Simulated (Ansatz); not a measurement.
# CH4SZn: the cost of one run

Method: RKS BLYP/def2-SVP, in Ansatz 0.2.0.

### 1 The starting structure

Bond lengths: C1–S2 1.831 Å, S2–Zn3 2.230 Å, C1–H4 1.085 Å, C1–H5 1.084 Å, C1–H6 1.085 Å, Zn3–H7 1.512 Å. Angles: C1–S2–Zn3 112.4°, S2–C1–H4 110.2°, S2–C1–H5 110.3°, S2–C1–H6 105.6°, H4–C1–H5 111.0°, H4–C1–H6 109.9°, H5–C1–H6 109.8°, S2–Zn3–H7 149.7°.

Structure file:

```xyz
7

C    -1.0259    0.6757   -0.3132
S    -0.0507   -0.0562    1.0521
Zn    1.7518   -1.1464    0.3190
H    -1.4227   -0.1072   -0.9506
H    -0.4154    1.3675   -0.8828
H    -1.8404    1.2108    0.1647
H     3.0032   -1.9442    0.6107
```

### 2 Relaxing end A

input.yaml

```yaml
crystal:
  periodic: [false, false, false]
  atoms:
    - { symbol: C, position_ang: [-1.02595, 0.67573, -0.31318] }
    - { symbol: S, position_ang: [-0.05066, -0.05617, 1.05208] }
    - { symbol: Zn, position_ang: [1.75185, -1.14639, 0.31902] }
    - { symbol: H, position_ang: [-1.42269, -0.10722, -0.9506] }
    - { symbol: H, position_ang: [-0.41539, 1.36747, -0.88276] }
    - { symbol: H, position_ang: [-1.84041, 1.21079, 0.16474] }
    - { symbol: H, position_ang: [3.00325, -1.94421, 0.6107] }
basis:
  gaussian: { orbitals: def2-SVP }
hamiltonian:
  xc: blyp
relax:
  f_tol: 0.015
  max_steps: 40
```

The run is started by

```console
$ ansatz run input.yaml --threads 1 --pin off --max-ram 2048MiB --backend cpu --events-out ev --progress --plain --runs-dir out
```

What time and memory should one allow on 1 thread of Arm Neoverse V2, shared host?

About 21 s, with a peak of 0.12 GiB.
